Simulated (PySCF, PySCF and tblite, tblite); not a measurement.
# MeOCOCH(CF3)2 (C5H4F6O2): conformers and averaged spectra, part 1 of 2

Aim: find the conformers of MeOCOCH(CF3)2 (C5H4F6O2) (`COC(=O)C(C(F)(F)F)C(F)(F)F`), weigh them, and average their properties.

Computed with tblite 0.8.0 (tight binding) and PySCF 2.14.0 (DFT, with response routines of our own); each step states its level. Atoms count from 0 throughout.

### 1 The starting structure

17 atoms, charge 0, multiplicity 1; geometry from: MMFF94s geometry.

Bonds of the start (Å): C0–H13 1.10, C0–H14 1.09, C0–H15 1.08, C0–O1 1.44, C2–C4 1.49, C2–O3 1.23, C4–C5 1.48, C4–C9 1.48, C4–H16 1.09, C5–F6 1.36, C5–F7 1.35, C5–F8 1.34, C9–F10 1.35, C9–F11 1.35, C9–F12 1.35, O1–C2 1.34.

### 2 GFN2-xTB relaxation, conformer 1

What the job is given:

```
{"job": {"xc": "GFN2-xTB", "basis": "xTB", "kind": "relax"}, "charge": 0, "multiplicity": 1}
C      2.842700     0.130000    -0.212100
O      1.582500    -0.097600     0.441100
C      0.502500    -0.007500    -0.354800
O      0.538900     0.264200    -1.558300
C     -0.738900    -0.250300     0.433300
C     -1.392300     1.054400     0.677200
F     -0.561600     1.871200     1.380100
F     -2.492900     0.908100     1.439600
F     -1.739200     1.713700    -0.434000
C     -1.656200    -1.114200    -0.349200
F     -2.743100    -1.440200     0.383200
F     -2.100800    -0.571100    -1.496600
F     -1.052500    -2.284800    -0.652000
H      2.868700     1.147500    -0.621200
H      3.630400     0.039400     0.529600
H      2.990200    -0.607300    -0.988100
H     -0.485500    -0.743500     1.372300
```

Run with:

```sh
$ OMP_NUM_THREADS=1 python ens_run.py task.json out
```

This one command runs the whole study; its stages follow in the order run.

Output:

```text
step      E/eV     max force
  0   -1340.99729    3.635
  1   -1341.10023    4.198
  2   -1341.19232    0.911
  3   -1341.21091    0.359
  4   -1341.23105    0.375
  5   -1341.24573    0.447
  6   -1341.25214    0.222
  7   -1341.25562    0.130
  8   -1341.25825    0.161
  9   -1341.26028    0.148
 10   -1341.26162    0.081
 11   -1341.26256    0.093
 12   -1341.26342    0.114
 13   -1341.26439    0.103
 14   -1341.26542    0.087
 15   -1341.26622    0.074
 16   -1341.26666    0.063
 17   -1341.26691    0.056
 18   -1341.26714    0.060
 19   -1341.26742    0.052
 20   -1341.26774    0.068
 21   -1341.26802    0.065
 22   -1341.26821    0.048
 23   -1341.26834    0.037
 24   -1341.26834    0.037
 25   -1341.26839    0.034
 26   -1341.26849    0.046
 27   -1341.26853    0.025
 28   -1341.26861    0.045
 29   -1341.26868    0.033
 30   -1341.26870    0.015
 31   -1341.26872    0.020
 32   -1341.26875    0.033
 33   -1341.26879    0.034
 34   -1341.26883    0.021
 35   -1341.26887    0.013
 36   -1341.26891    0.026
 37   -1341.26895    0.029
 38   -1341.26898    0.019
 39   -1341.26901    0.015
 40   -1341.26905    0.020
 41   -1341.26909    0.028
 42   -1341.26912    0.023
 43   -1341.26916    0.017
 44   -1341.26919    0.013
 45   -1341.26922    0.017
 46   -1341.26925    0.015
 47   -1341.26927    0.014
 48   -1341.26930    0.011
 49   -1341.26931    0.013
 50   -1341.26932    0.009
 51   -1341.26933    0.009
 52   -1341.26935    0.011
 53   -1341.26936    0.014
 54   -1341.26938    0.011
 55   -1341.26939    0.010
 56   -1341.26941    0.010
 57   -1341.26942    0.014
 58   -1341.26944    0.011
 59   -1341.26944    0.005
 60   -1341.26945    0.005
 61   -1341.26945    0.009
 62   -1341.26945    0.011
 63   -1341.26946    0.009
 64   -1341.26946    0.006
 65   -1341.26947    0.012
 66   -1341.26948    0.015
 67   -1341.26949    0.012
 68   -1341.26949    0.006
 69   -1341.26950    0.006
 70   -1341.26951    0.009
 71   -1341.26951    0.007
 72   -1341.26951    0.003
```

It took 0.89 s on 1 thread of Arm Neoverse N1, shared host.

Relaxing gained 0.272 eV and moved the atoms by 0.07 Å on average (rms).

**GFN2-xTB relaxation, conformer 2**

What the job is given:

```
{"job": {"xc": "GFN2-xTB", "basis": "xTB", "kind": "relax"}, "charge": 0, "multiplicity": 1}
C      2.624500    -0.293200    -0.233700
O      1.209100    -0.057000    -0.417000
C      0.475300    -0.240200     0.711800
O      0.919900    -0.557300     1.789900
C     -0.979000     0.005800     0.501300
C     -1.204700     1.401600     0.050900
F     -0.670400     2.278300     0.940500
F     -2.515900     1.686800    -0.005600
F     -0.668000     1.688000    -1.149300
C     -1.513000    -0.931100    -0.515400
F     -2.856100    -0.816800    -0.625400
F     -1.001400    -0.760700    -1.750700
F     -1.271100    -2.211400    -0.148900
H      3.112500    -0.120200    -1.196600
H      3.025300     0.419300     0.501400
H      2.795700    -1.324100     0.085000
H     -1.489800    -0.155800     1.451700
```

Output:

```text
step      E/eV     max force
  0   -1341.05466    2.463
  1   -1341.18616    1.769
  2   -1341.20765    1.625
  3   -1341.23539    0.617
  4   -1341.25965    0.398
  5   -1341.27233    0.327
  6   -1341.27869    0.165
  7   -1341.28117    0.099
  8   -1341.28286    0.137
  9   -1341.28433    0.129
 10   -1341.28570    0.101
 11   -1341.28701    0.098
 12   -1341.28836    0.106
 13   -1341.28969    0.110
 14   -1341.29069    0.091
 15   -1341.29121    0.048
 16   -1341.29150    0.040
 17   -1341.29171    0.036
 18   -1341.29171    0.036
 19   -1341.29180    0.033
 20   -1341.29191    0.033
 21   -1341.29196    0.025
 22   -1341.29206    0.039
 23   -1341.29216    0.039
 24   -1341.29224    0.028
 25   -1341.29236    0.034
 26   -1341.29250    0.056
 27   -1341.29266    0.059
 28   -1341.29279    0.037
 29   -1341.29289    0.022
 30   -1341.29298    0.032
 31   -1341.29305    0.028
 32   -1341.29308    0.016
 33   -1341.29310    0.011
 34   -1341.29311    0.019
 35   -1341.29313    0.021
 36   -1341.29314    0.014
 37   -1341.29315    0.008
 38   -1341.29315    0.006
 39   -1341.29316    0.009
 40   -1341.29316    0.008
 41   -1341.29317    0.006
 42   -1341.29317    0.005
 43   -1341.29318    0.006
 44   -1341.29318    0.005
 45   -1341.29318    0.002
```

Wall time 0.54 s (1 thread of Arm Neoverse N1, shared host).

Gain 0.239 eV; displacement 0.06 Å root mean square.

### 3 Shieldings, conformer 1: wB97X-D/pcSseg-1 in acetone

What the job is given:

```
{"job": {"xc": "wB97X-D", "basis": "pcSseg-1", "solvent": "acetone", "kind": "nmr", "pop": true}, "charge": 0, "multiplicity": 1}
C      2.866516     0.122025    -0.203014
O      1.588874    -0.113849     0.391043
C      0.544096     0.012157    -0.404481
O      0.562013     0.285891    -1.564702
C     -0.754288    -0.235175     0.407449
C     -1.410924     1.116051     0.704515
F     -0.555313     1.900570     1.374324
F     -2.493644     0.986642     1.474737
F     -1.774695     1.779200    -0.386060
C     -1.687244    -1.173941    -0.362341
F     -2.723065    -1.556908     0.392052
F     -2.181080    -0.649181    -1.474166
F     -1.030994    -2.291158    -0.701438
H      2.906487     1.130387    -0.616963
H      3.592846     0.003749     0.595883
H      3.046452    -0.599293    -1.001278
H     -0.503035    -0.705139     1.364531
```

Output:

```text
coarse grid: 16600 points
cycle   1  E = -941.5097142536  dE =  2.772e+00  |g| = 1.640e+00  |ddm| = 3.614e+00
cycle   2  E = -941.3007105362  dE =  2.090e-01  |g| = 2.112e+00  |ddm| = 1.931e+00
cycle   3  E = -941.9869149798  dE = -6.862e-01  |g| = 1.571e-01  |ddm| = 1.118e+00
cycle   4  E = -941.9900344647  dE = -3.119e-03  |g| = 9.512e-02  |ddm| = 1.267e-01
cycle   5  E = -941.9915051795  dE = -1.471e-03  |g| = 2.089e-02  |ddm| = 5.769e-02
cycle   6  E = -941.9915857836  dE = -8.060e-05  |g| = 4.689e-03  |ddm| = 1.647e-02
cycle   7  E = -941.9915916484  dE = -5.865e-06  |g| = 1.417e-03  |ddm| = 5.006e-03
final grid: 169568 points
cycle   8  E = -942.1272606688  dE = -2.367e-04  |g| = 1.097e-02  |ddm| = 4.789e-02
cycle   9  E = -942.1272643420  dE = -3.673e-06  |g| = 1.037e-02  |ddm| = 1.179e-02
cycle  10  E = -942.1272786139  dE = -1.427e-05  |g| = 1.092e-03  |ddm| = 5.334e-03
cycle  11  E = -942.1272788326  dE = -2.187e-07  |g| = 4.455e-04  |ddm| = 9.425e-04
cycle  12  E = -942.1272788713  dE = -3.872e-08  |g| = 9.535e-05  |ddm| = 3.973e-04
cycle  13  E = -942.1272788733  dE = -1.989e-09  |g| = 4.306e-05  |ddm| = 9.260e-05
cycle  14  E = -942.1272788738  dE = -4.266e-10  |g| = 1.281e-05  |ddm| = 5.451e-05
converged SCF energy = -942.1272788738

GIAO shielding tensors (ppm)
atom      isotropic    diamagn.    paramagn.     s11        s22        s33       span
  0 C      129.561     243.452    -113.891     96.923    111.909    179.850     82.927
  1 O      125.715     402.987    -277.272    -57.718    213.982    220.882    278.600
  2 C       16.610     253.022    -236.411    -81.117     60.069     70.879    151.996
  3 O      -86.530     405.514    -492.043   -360.814   -217.383    318.608    679.421
  4 C      126.668     252.900    -126.232    116.754    126.599    136.651     19.896
  5 C       56.257     241.933    -185.676     52.636     57.153     58.984      6.348
  6 F      248.978     475.818    -226.840    167.314    240.199    339.421    172.107
  7 F      250.692     470.609    -219.917    169.497    248.340    334.239    164.741
  8 F      261.802     474.108    -212.306    183.400    272.889    329.117    145.717
  9 C       56.271     242.221    -185.949     52.453     57.496     58.865      6.411
 10 F      248.631     470.379    -221.748    166.787    243.214    335.894    169.108
 11 F      262.548     473.458    -210.909    187.369    273.619    326.658    139.289
 12 F      252.558     474.989    -222.431    174.171    239.699    343.804    169.632
 13 H       27.590      28.347      -0.757     23.723     25.601     33.447      9.724
 14 H       27.536      27.266       0.269     23.628     25.643     33.335      9.707
 15 H       27.596      28.011      -0.415     23.659     25.491     33.637      9.977
 16 H       27.327      31.188      -3.861     25.208     27.008     29.764      4.556
```

It took 2.3 min on 1 thread of Arm Neoverse N1, shared host; peak memory 1.3 GiB.

This run: HOMO -10.95 eV, LUMO 1.31 eV; dipole 4.78 D.

Orbitals, density, ELF and potential are computed afterwards from the orbital file.

Frontier orbitals at wB97X-D/pcSseg-1, with the share of their density that lies nearest to each atom:

```
orbital  energy (eV)                    lies on
   HOMO       -10.95   O3 70 %; O1 10 %; C4 9 %
   LUMO         1.31  C2 43 %; O3 25 %; O1 12 %
```

ELF in a plane through or near 6 of the atoms.

Ten even steps from '0' (0.00) to '9' (0.99):
```
0000000000000000000000000000
0000000000000000000000000000
0000000000000000000000000000
0000000000000145410000000000
0000000000001488710221000000
0000000000002762712774100000
0000000000001687736886200000
0000012300210014227786200000
0000036633663238972343000000
0000156337785672760000000000
0000034136783682783134200000
0000069962454556963467400000
0000199980012101462667500000
0000079960000057773135300000
0000013310000178683002000000
0000000000000047885000000000
0000000000000013542000000000
0000000000000000000000000000
0000000000000000000000000000
0000000000000000000000000000
```
The map spans 12.2 Å across and 9.9 Å up, centred on the molecule. Atoms in the plane (x, y in Å): C0 (-2.9, 0.0), C4 (0.8, 0.0), C5 (1.4, 1.3), F6 (0.6, 2.3), C9 (1.7, -1.2), F12 (1.1, -2.3).

On the surface of density 0.002 e/bohr³ the electrostatic potential runs, from the 1st to the 99th percentile, from -1.68 V near O3 to 1.89 V near H16.

### 4 Single-point energy, conformer 1: PBE0/def2-SVP in acetone

Changed since step 3:

```diff
@@ -1,2 +1,2 @@
-{"job": {"xc": "wB97X-D", "basis": "pcSseg-1", "solvent": "acetone", "kind": "nmr", "pop": true}, "charge": 0, "multiplicity": 1}
+{"job": {"xc": "PBE0", "basis": "def2-SVP", "solvent": "acetone", "kind": "sp"}, "charge": 0, "multiplicity": 1}
 C      2.866516     0.122025    -0.203014
```

Output:

```text
coarse grid: 16600 points
cycle   1  E = -940.2921247637  dE =  2.420e+00  |g| = 1.500e+00  |ddm| = 4.509e+00
cycle   2  E = -939.6538348962  dE =  6.383e-01  |g| = 2.457e+00  |ddm| = 3.165e+00
cycle   3  E = -940.6822055452  dE = -1.028e+00  |g| = 2.685e-01  |ddm| = 2.135e+00
cycle   4  E = -940.6935348315  dE = -1.133e-02  |g| = 1.261e-01  |ddm| = 2.954e-01
cycle   5  E = -940.6962767869  dE = -2.742e-03  |g| = 2.830e-02  |ddm| = 1.017e-01
cycle   6  E = -940.6964435264  dE = -1.667e-04  |g| = 5.384e-03  |ddm| = 3.031e-02
cycle   7  E = -940.6964488521  dE = -5.326e-06  |g| = 1.735e-03  |ddm| = 5.024e-03
final grid: 169568 points
cycle   8  E = -940.8331520121  dE = -3.956e-05  |g| = 1.364e-02  |ddm| = 3.379e-02
cycle   9  E = -940.8331085751  dE =  4.344e-05  |g| = 2.079e-02  |ddm| = 2.616e-02
cycle  10  E = -940.8331862298  dE = -7.765e-05  |g| = 1.527e-03  |ddm| = 1.591e-02
cycle  11  E = -940.8331866672  dE = -4.374e-07  |g| = 4.170e-04  |ddm| = 1.332e-03
cycle  12  E = -940.8331866933  dE = -2.617e-08  |g| = 1.779e-04  |ddm| = 4.338e-04
cycle  13  E = -940.8331867000  dE = -6.675e-09  |g| = 1.957e-05  |ddm| = 1.600e-04
cycle  14  E = -940.8331867001  dE = -7.049e-11  |g| = 6.784e-06  |ddm| = 2.298e-05
converged SCF energy = -940.8331867001
```

Run time: 34 s. Hardware: 1 thread of Arm Neoverse N1, shared host; peak memory 0.86 GiB.

Key values: HOMO -8.80 eV, LUMO -0.37 eV; dipole 4.53 D.

### 5 Shieldings, conformer 2: wB97X-D/pcSseg-1 in acetone

What the job is given:

```
{"job": {"xc": "wB97X-D", "basis": "pcSseg-1", "solvent": "acetone", "kind": "nmr", "pop": false}, "charge": 0, "multiplicity": 1}
C      2.624136    -0.287788    -0.241148
O      1.215309    -0.078138    -0.336810
C      0.515104    -0.254659     0.761941
O      0.930527    -0.572815     1.834708
C     -0.990966     0.012048     0.490167
C     -1.202075     1.464302     0.054260
F     -0.645096     2.297346     0.941920
F     -2.498433     1.778240    -0.007224
F     -0.670920     1.750018    -1.130800
C     -1.528217    -0.982479    -0.542256
F     -2.855523    -0.901006    -0.662795
F     -1.011851    -0.823837    -1.757310
F     -1.251626    -2.235857    -0.162000
H      3.018175    -0.101104    -1.235897
H      3.056077     0.402907     0.484392
H      2.829012    -1.312237     0.072776
H     -1.540631    -0.142912     1.426167
```

Output:

```text
coarse grid: 16600 points
cycle   1  E = -941.5056478727  dE =  2.777e+00  |g| = 1.644e+00  |ddm| = 3.612e+00
cycle   2  E = -941.2753963945  dE =  2.303e-01  |g| = 2.143e+00  |ddm| = 2.011e+00
cycle   3  E = -941.9838351001  dE = -7.084e-01  |g| = 1.830e-01  |ddm| = 1.199e+00
cycle   4  E = -941.9882600015  dE = -4.425e-03  |g| = 1.007e-01  |ddm| = 1.400e-01
cycle   5  E = -941.9899024352  dE = -1.642e-03  |g| = 1.993e-02  |ddm| = 5.965e-02
cycle   6  E = -941.9899783270  dE = -7.589e-05  |g| = 4.642e-03  |ddm| = 1.693e-02
cycle   7  E = -941.9899842725  dE = -5.945e-06  |g| = 1.379e-03  |ddm| = 5.200e-03
final grid: 169568 points
cycle   8  E = -942.1260263461  dE = -2.419e-04  |g| = 1.099e-02  |ddm| = 5.022e-02
cycle   9  E = -942.1260296523  dE = -3.306e-06  |g| = 1.053e-02  |ddm| = 1.188e-02
cycle  10  E = -942.1260440435  dE = -1.439e-05  |g| = 1.015e-03  |ddm| = 5.173e-03
cycle  11  E = -942.1260442317  dE = -1.883e-07  |g| = 4.302e-04  |ddm| = 9.608e-04
cycle  12  E = -942.1260442674  dE = -3.570e-08  |g| = 1.094e-04  |ddm| = 3.980e-04
cycle  13  E = -942.1260442697  dE = -2.218e-09  |g| = 4.937e-05  |ddm| = 9.604e-05
cycle  14  E = -942.1260442702  dE = -5.184e-10  |g| = 1.344e-05  |ddm| = 5.900e-05
converged SCF energy = -942.1260442702

GIAO shielding tensors (ppm)
atom      isotropic    diamagn.    paramagn.     s11        s22        s33       span
  0 C      129.827     243.005    -113.179     96.707    112.374    180.399     83.692
  1 O      139.087     405.392    -266.305    -43.732    213.855    247.137    290.869
  2 C       18.197     251.778    -233.582    -82.620     65.349     71.861    154.481
  3 O     -105.118     403.489    -508.607   -379.254   -220.326    284.225    663.479
  4 C      124.988     255.088    -130.101    119.542    120.836    134.585     15.044
  5 C       56.122     241.270    -185.148     52.144     57.208     59.014      6.870
  6 F      250.979     474.709    -223.730    171.435    240.903    340.600    169.166
  7 F      250.697     470.428    -219.731    169.552    247.982    334.557    165.005
  8 F      258.983     476.297    -217.314    181.650    267.386    327.914    146.265
  9 C       56.130     241.262    -185.132     52.140     57.214     59.035      6.894
 10 F      250.734     470.430    -219.696    169.591    248.034    334.578    164.987
 11 F      258.976     476.300    -217.323    181.627    267.368    327.935    146.308
 12 F      250.966     474.696    -223.730    171.394    240.931    340.573    169.180
 13 H       27.474      27.919      -0.445     23.333     25.809     33.280      9.946
 14 H       27.582      28.047      -0.465     23.590     25.258     33.897     10.307
 15 H       27.573      28.053      -0.480     23.598     25.248     33.874     10.276
 16 H       27.474      29.958      -2.484     25.953     26.351     30.116      4.163
```

Wall time 2 min (1 thread of Arm Neoverse N1, shared host); peak memory 1.4 GiB.

This run: HOMO -10.90 eV, LUMO 1.34 eV; dipole 2.23 D.

### 6 Single-point energy, conformer 2: PBE0/def2-SVP in acetone

Changed since step 5:

```diff
@@ -1,2 +1,2 @@
-{"job": {"xc": "wB97X-D", "basis": "pcSseg-1", "solvent": "acetone", "kind": "nmr", "pop": false}, "charge": 0, "multiplicity": 1}
+{"job": {"xc": "PBE0", "basis": "def2-SVP", "solvent": "acetone", "kind": "sp"}, "charge": 0, "multiplicity": 1}
 C      2.624136    -0.287788    -0.241148
```

Output:

```text
coarse grid: 16600 points
cycle   1  E = -940.2893190512  dE =  2.425e+00  |g| = 1.504e+00  |ddm| = 4.510e+00
cycle   2  E = -939.6019521547  dE =  6.874e-01  |g| = 2.510e+00  |ddm| = 3.449e+00
cycle   3  E = -940.6775011673  dE = -1.076e+00  |g| = 3.093e-01  |ddm| = 2.448e+00
cycle   4  E = -940.6933510010  dE = -1.585e-02  |g| = 1.249e-01  |ddm| = 3.266e-01
cycle   5  E = -940.6960182500  dE = -2.667e-03  |g| = 2.806e-02  |ddm| = 1.012e-01
cycle   6  E = -940.6961826711  dE = -1.644e-04  |g| = 5.666e-03  |ddm| = 3.050e-02
cycle   7  E = -940.6961886896  dE = -6.019e-06  |g| = 1.741e-03  |ddm| = 5.476e-03
final grid: 169568 points
cycle   8  E = -940.8323084362  dE = -3.873e-05  |g| = 1.416e-02  |ddm| = 3.299e-02
cycle   9  E = -940.8322614161  dE =  4.702e-05  |g| = 2.157e-02  |ddm| = 2.773e-02
cycle  10  E = -940.8323449476  dE = -8.353e-05  |g| = 1.830e-03  |ddm| = 1.720e-02
cycle  11  E = -940.8323455725  dE = -6.250e-07  |g| = 4.156e-04  |ddm| = 1.579e-03
cycle  12  E = -940.8323455992  dE = -2.668e-08  |g| = 1.693e-04  |ddm| = 4.287e-04
cycle  13  E = -940.8323456055  dE = -6.303e-09  |g| = 1.782e-05  |ddm| = 1.546e-04
cycle  14  E = -940.8323456056  dE = -5.298e-11  |g| = 7.690e-06  |ddm| = 2.108e-05
converged SCF energy = -940.8323456056
```

Wall time 35 s (1 thread of Arm Neoverse N1, shared host); peak memory 0.87 GiB.

Key values: HOMO -8.75 eV, LUMO -0.33 eV; dipole 2.14 D.

### 7 Averages: properties at wB97X-D/pcSseg-1 in acetone

What the job is given:

```
{"job": {"study": "conf", "smiles": "COC(=O)C(C(F)(F)F)C(F)(F)F", "search": {"seed": 1487, "n_embed": 90, "ff_keep": 18, "window": 3.0, "nmax": 6, "temps": [220, 260, 298.15, 340, 380], "t_ref": 298.15, "order": 0.002}, "level": {"nmr": {"xc": "wB97X-D", "basis": "pcSseg-1", "solvent": "acetone"}, "sp": {"xc": "PBE0", "basis": "def2-SVP", "solvent": "acetone"}}, "kind": "conf"}, "charge": 0, "multiplicity": 1}
C      2.866516     0.122025    -0.203014
O      1.588874    -0.113849     0.391043
C      0.544096     0.012157    -0.404481
O      0.562013     0.285891    -1.564702
C     -0.754288    -0.235175     0.407449
C     -1.410924     1.116051     0.704515
F     -0.555313     1.900570     1.374324
F     -2.493644     0.986642     1.474737
F     -1.774695     1.779200    -0.386060
C     -1.687244    -1.173941    -0.362341
F     -2.723065    -1.556908     0.392052
F     -2.181080    -0.649181    -1.474166
F     -1.030994    -2.291158    -0.701438
H      2.906487     1.130387    -0.616963
H      3.592846     0.003749     0.595883
H      3.046452    -0.599293    -1.001278
H     -0.503035    -0.705139     1.364531
```

Output:

```text
conformer  sym    E(xTB)   E(DFT)   G(298.15 K)  weight  dipole/D
    1     C1      0.546    0.000    0.000   0.8544    4.532
    2     Cs      0.000    0.399    1.048   0.1457    2.140

mean shielding (ppm) by class
class atoms           220 K      260 K   298.15 K      340 K      380 K
  0 C  0            129.593    129.597      129.6    129.602    129.605
  1 O  1            127.307    127.509    127.663    127.799    127.905
  2 C  2             16.799     16.823     16.841     16.858      16.87
  3 O  3            -88.742    -89.024    -89.237    -89.426    -89.573
  4 C  4            126.468    126.442    126.423    126.406    126.393
  5 C  5,9           56.248     56.246     56.244     56.243     56.242
  6 F  6,7,8        254.125    254.115    254.108    254.101    254.096
  7 H  13,14,15       27.57      27.57     27.569     27.569     27.569
  8 H  16            27.344     27.346     27.348      27.35     27.351
```

Run time: 5.6 min. Hardware: 1 thread of Arm Neoverse N1, shared host. This counts the runs that the step sums up.

The search (ETKDG, MMFF94s, GFN2-xTB) embedded 90 structures, kept 2 distinct ones after the force field and 2 after xTB; 2 were carried on (window 3.0 kcal/mol at the search's own energies). Energies: PBE0/def2-SVP in acetone with D3(BJ).

Conformer by conformer (298 K):

| no. | group | mirror pair | ΔE xTB | ΔE DFT | ΔG | weight (%) | μ (D) | C0–O1–C2–O3 (°) | O1–C2–C4–C5 (°) | A, B, C (GHz) |
| --- | --- | --- | --- | --- | --- | --- | --- | --- | --- | --- |
| 1 | C1 | yes | 0.55 | 0.00 | 0.00 | 85.4 | 4.53 | 1 | 103 | 0.98, 0.74, 0.53 |
| 2 | Cs | no | 0.00 | 0.40 | 1.05 | 14.6 | 2.14 | 0 | -62 | 0.93, 0.79, 0.58 |

Energies in kcal/mol. ΔG holds xTB vibrations and rotation, symmetry numbers and mirror pairs.

Weights (%) by temperature:

```csv
no.,220 K,260 K,298 K,340 K,380 K
1,88.1,86.6,85.4,84.4,83.6
2,11.9,13.4,14.6,15.6,16.4
```

Other ways of weighting, at the same temperature:

```
                      scheme    1   2  mean μ (D)
             DFT free energy   85  15        4.18
DFT energy, symmetry counted   80  20        4.05
            DFT energy alone   66  34        3.72
xTB energy, symmetry counted   44  56        3.20
             xTB free energy   54  46        3.44
       lowest conformer only  100   0        4.53
               equal weights   50  50        3.34
```

Shifts against references run at the same level (¹H TMS 31.81, ¹³C TMS 188.0 ppm of shielding), by class of atoms, at 298 K:

| atoms | environment | no. 1 | no. 2 | average |
| --- | --- | --- | --- | --- |
| C2 | ester carbonyl carbon | 171.3 | 169.8 | 171.1 |
| C5, C9 | CF3 carbon | 131.7 | 131.8 | 131.7 |
| C4 | sp3 CH α to a carbonyl | 61.3 | 63.0 | 61.5 |
| C0 | methyl carbon bonded to O | 58.4 | 58.1 | 58.4 |
| H16 | hydrogen on an sp3 CH α to a carbonyl | 4.48 | 4.33 | 4.46 |
| H13, H14, H15 | hydrogen on a methyl carbon bonded to O | 4.23 | 4.26 | 4.24 |
| O3 | ester carbonyl oxygen | -86.5 (σ) | -105.1 (σ) | -89.2 (σ) |
| O1 | ester alkoxy oxygen | 125.7 (σ) | 139.1 (σ) | 127.7 (σ) |
| F6, F7, F8 and 3 more | fluorine of a CF3 group | 254.2 (σ) | 253.6 (σ) | 254.1 (σ) |

(Continued in part 2 of 2.)
